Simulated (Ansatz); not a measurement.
**W4N: from a guess to a relaxed structure**

The task: take a trial cell of W4N to zero force and stress.

Computed with Ansatz 0.2.0 (DFT PBE, scalar-relativistic, plane waves, PAW, unless a step's input says otherwise).

1 further run of the same task is left out (set aside as unsound or not needed).

### 1 The starting structure

It takes space group Pm-3m (No. 221, cubic). Conventional cell: a = 4.271 Å, b = 4.271 Å, c = 4.271 Å, α = 90.00°, β = 90.00°, γ = 90.00°. Around W (site symmetry 4/mmm) lie 2 N at 2.14 Å. Around W (site symmetry m-3m) lie 12 W at 3.02 Å. Around N (site symmetry m-3m) lie 6 W at 2.14 Å.

Structure file:

```
CELL_PARAMETERS angstrom
4.27146 0.00000 0.00000
0.00000 4.27146 0.00000
0.00000 0.00000 4.27146
ATOMIC_POSITIONS crystal
W 0.50000 0.00000 0.00000
W 0.00000 0.50000 0.00000
W 0.00000 0.00000 0.50000
W 0.50000 0.50000 0.50000
N 0.00000 0.00000 0.00000
```

A structure generator made this guess: species swapped into a database cell of Co4N (Pm-3m, No. 221), with W on the Co sites. Lengths come from tabulated atomic sizes and are only a guess.

### 2 Probe: one point on a coarse mesh

File input.yaml:

```yaml
crystal:
  lattice:
    - [4.2714613, 0.0, 0.0]
    - [0.0, 4.2714613, 0.0]
    - [0.0, 0.0, 4.2714613]
  atoms:
    - { symbol: W, position: [0.5, 0.0, 0.0] }
    - { symbol: W, position: [0.0, 0.5, 0.0] }
    - { symbol: W, position: [0.0, 0.0, 0.5] }
    - { symbol: W, position: [0.5, 0.5, 0.5] }
    - { symbol: "N", position: [0.0, 0.0, 0.0] }
basis:
  ecutwfc: 420
kpoints:
  mp_grid: { grid: [4, 4, 4] }
hamiltonian:
  xc: pbe
scf:
  occupations: { method: gaussian, width: 0.1 }
  lower_state_search: "off"
output:
  forces: true
  stress: true
  eigenvalues: true
```

Started as:

```sh
$ ansatz run input.yaml --threads 1 --pin off --max-ram 2560MiB --backend cpu --events-out ev --progress --plain --runs-dir out
```

The session goes on with these runs: rough relaxation on the coarse mesh; relaxation on the finer mesh.

Before running it: what results should come out? Wanted: conventional cell; volume; energy over the elements; gap on the mesh.

The runs gave:

| quantity | value |
| --- | --- |
| symmetry at the end (tolerance 0.05 Å) | space group Pm-3m (No. 221) |
| conventional cell | a = 4.134 Å, b = 4.134 Å, c = 4.134 Å, α = 90.00°, β = 90.00°, γ = 90.00° |
| volume | 14.13 Å³/atom |
| energy over the elements (uncorrected; H, N, O, F and Cl as molecules) | +0.14 eV/atom |
| gap on the mesh | none (metal) |

What this shows: The space group Pm-3m (No. 221) is kept, and the volume per atom shrinks by 9.3 % from the first guess. With a positive formation energy it can't be a ground state. No finished test with a distortion of lower symmetry is shown, so the end may be a saddle point. Spin-orbit coupling is left out for W. Some metallic runs here have no spin polarisation while others do, so their energies compare only roughly. Other magnetic orders were not searched.
